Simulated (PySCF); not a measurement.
**Xe+, Xe(2+): ionisation energy in def2-TZVP with ECP28**

Wanted: the ionisation energy of xenon, up a ladder of methods.

The numbers are computed with PySCF 2.14.0 (unrestricted determinants in a Gaussian basis, no spin-orbit coupling in the energies), except any that are marked as measured or tabulated.

## 1. Starting point

```
Element                                   : xenon (Z = 54)
Basis                                     : def2-TZVP with the def2 core potential (28 electrons) (6s5p3d2f, 50 functions)
Hamiltonian                               : a scalar-relativistic core potential
State 1                                   : Xe+: [Kr] 4d10 5s2 5p5, 2P determinant
State 2                                   : Xe(2+): [Kr] 4d10 5s2 5p4, high-spin 3P determinant
Methods                                   : UHF, r2SCAN, MN15, MP2, CCSD(T)
Core shells frozen in the correlated runs : valence: 4s2 4p6 4d10 (for Xe+)
```

Outer shells as boxes (Hund's rule):

Xe+ [Kr] 4d10 5s2 5p5
```
[Kr] core
4d [↑↓][↑↓][↑↓][↑↓][↑↓]
5s [↑↓]
5p [↑↓][↑↓][↑ ]
```

Xe2+ [Kr] 4d10 5s2 5p4
```
[Kr] core
4d [↑↓][↑↓][↑↓][↑↓][↑↓]
5s [↑↓]
5p [↑↓][↑ ][↑ ]
```

One driver process ran all states and methods and kept the integrals in memory. Each run is shown as a PySCF script that sums up its settings (the driver passes frozen orbitals as a list and adds second-order terms of double hybrids); the logs are those of the runs themselves. The driver starts from symmetry-adapted Hartree-Fock orbitals, holds the occupation by maximum overlap and uses a logarithmic radial grid for functionals, so a plain start would take other cycles.

The driver's launch:

```console
OMP_NUM_THREADS=1 python atomrun2.py TASK.json OUT
```

The integrals over 50 functions and the set-up took 0.17 s of CPU time.

## 2. Xe+, method by method

UHF:

The input, input.py:

```python
from pyscf import gto, scf, dft, mp, cc
import basis_set_exchange as bse
txt = bse.get_basis("def2-TZVP", elements=["Xe"], fmt="nwchem", header=False)
cut = txt.index("\nECP")
mol = gto.M(atom="Xe 0 0 0", charge=1, spin=1, symmetry="D2h",
            basis=gto.basis.parse(txt[:cut]),
            ecp={"Xe": gto.basis.parse_ecp(txt[cut:])})
mf = scf.UHF(mol)
mf.irrep_nelec = {'Ag': (4, 4), 'B1g': (1, 1), 'B2g': (1, 1), 'B3g': (1, 1), 'B1u': (2, 2), 'B2u': (2, 2), 'B3u': (2, 1)}
mf.kernel()
```

r2SCAN:

input.py differs from the last one in:

```diff
@@ -7,3 +7,3 @@
             ecp={"Xe": gto.basis.parse_ecp(txt[cut:])})
-mf = scf.UHF(mol)
+mf = dft.UKS(mol, xc="R2SCAN")
 mf.irrep_nelec = {'Ag': (4, 4), 'B1g': (1, 1), 'B2g': (1, 1), 'B3g': (1, 1), 'B1u': (2, 2), 'B2u': (2, 2), 'B3u': (2, 1)}
```

MN15:

input.py differs from the last one in:

```diff
@@ -7,3 +7,3 @@
             ecp={"Xe": gto.basis.parse_ecp(txt[cut:])})
-mf = dft.UKS(mol, xc="R2SCAN")
+mf = dft.UKS(mol, xc="MN15")
 mf.irrep_nelec = {'Ag': (4, 4), 'B1g': (1, 1), 'B2g': (1, 1), 'B3g': (1, 1), 'B1u': (2, 2), 'B2u': (2, 2), 'B3u': (2, 1)}
```

MP2 (valence):

input.py differs from the last one in:

```diff
@@ -7,4 +7,5 @@
             ecp={"Xe": gto.basis.parse_ecp(txt[cut:])})
-mf = dft.UKS(mol, xc="MN15")
+mf = scf.UHF(mol)
 mf.irrep_nelec = {'Ag': (4, 4), 'B1g': (1, 1), 'B2g': (1, 1), 'B3g': (1, 1), 'B1u': (2, 2), 'B2u': (2, 2), 'B3u': (2, 1)}
 mf.kernel()
+mp.UMP2(mf, frozen=9).kernel()
```

CCSD(T) (valence):

input.py differs from the last one in:

```diff
@@ -10,2 +10,3 @@
 mf.kernel()
-mp.UMP2(mf, frozen=9).kernel()
+mycc = cc.CCSD(mf, frozen=9).run()
+mycc.ccsd_t()
```

## 3. Xe(2+), method by method

UHF:

The input, input.py:

```python
from pyscf import gto, scf, dft, mp, cc
import basis_set_exchange as bse
txt = bse.get_basis("def2-TZVP", elements=["Xe"], fmt="nwchem", header=False)
cut = txt.index("\nECP")
mol = gto.M(atom="Xe 0 0 0", charge=2, spin=2, symmetry="D2h",
            basis=gto.basis.parse(txt[:cut]),
            ecp={"Xe": gto.basis.parse_ecp(txt[cut:])})
mf = scf.UHF(mol)
mf.irrep_nelec = {'Ag': (4, 4), 'B1g': (1, 1), 'B2g': (1, 1), 'B3g': (1, 1), 'B1u': (2, 1), 'B2u': (2, 2), 'B3u': (2, 1)}
mf.kernel()
```

r2SCAN:

input.py differs from the last one in:

```diff
@@ -7,3 +7,3 @@
             ecp={"Xe": gto.basis.parse_ecp(txt[cut:])})
-mf = scf.UHF(mol)
+mf = dft.UKS(mol, xc="R2SCAN")
 mf.irrep_nelec = {'Ag': (4, 4), 'B1g': (1, 1), 'B2g': (1, 1), 'B3g': (1, 1), 'B1u': (2, 1), 'B2u': (2, 2), 'B3u': (2, 1)}
```

MN15:

input.py differs from the last one in:

```diff
@@ -7,3 +7,3 @@
             ecp={"Xe": gto.basis.parse_ecp(txt[cut:])})
-mf = dft.UKS(mol, xc="R2SCAN")
+mf = dft.UKS(mol, xc="MN15")
 mf.irrep_nelec = {'Ag': (4, 4), 'B1g': (1, 1), 'B2g': (1, 1), 'B3g': (1, 1), 'B1u': (2, 1), 'B2u': (2, 2), 'B3u': (2, 1)}
```

MP2 (valence):

input.py differs from the last one in:

```diff
@@ -7,4 +7,5 @@
             ecp={"Xe": gto.basis.parse_ecp(txt[cut:])})
-mf = dft.UKS(mol, xc="MN15")
+mf = scf.UHF(mol)
 mf.irrep_nelec = {'Ag': (4, 4), 'B1g': (1, 1), 'B2g': (1, 1), 'B3g': (1, 1), 'B1u': (2, 1), 'B2u': (2, 2), 'B3u': (2, 1)}
 mf.kernel()
+mp.UMP2(mf, frozen=9).kernel()
```

CCSD(T) (valence):

input.py differs from the last one in:

```diff
@@ -10,2 +10,3 @@
 mf.kernel()
-mp.UMP2(mf, frozen=9).kernel()
+mycc = cc.CCSD(mf, frozen=9).run()
+mycc.ccsd_t()
```

Before running it: what results should come out?

The runs gave:

| quantity | value |
| --- | --- |
| ionisation energy, Xe+ | UHF 20.077, CCSD(T) (valence) 20.820 eV; reference 20.975 |

Each level's miss and price (over 1 difference):

```tsv
method	mean absolute miss against CCSD(T) (valence) (eV)	CPU time, both states (s)
UHF	0.743	0.34
r2SCAN	0.299	1.9
MN15	0.076	2
MP2 (valence)	0.048	0.41
SCS-MP2 (valence)	0.050	0.41
CCSD (valence)	0.027	
CCSD(T) (valence)	0.000	2.6
```

The methods span 1.042 eV, from UHF (20.077) to r2SCAN (21.119). The reference is uncertain or not like for like (spin-orbit coupling or other relativistic terms), so no ranking of close methods is drawn. The basis is finite, and no extrapolation was made. The dearest level timed, CCSD(T) (valence), costs 7.6 times the cheapest, UHF, and differs from CCSD(T) (valence) by 0.00 against 0.74 eV; CCSD(T) (valence) in this basis is a yardstick, not the exact answer.
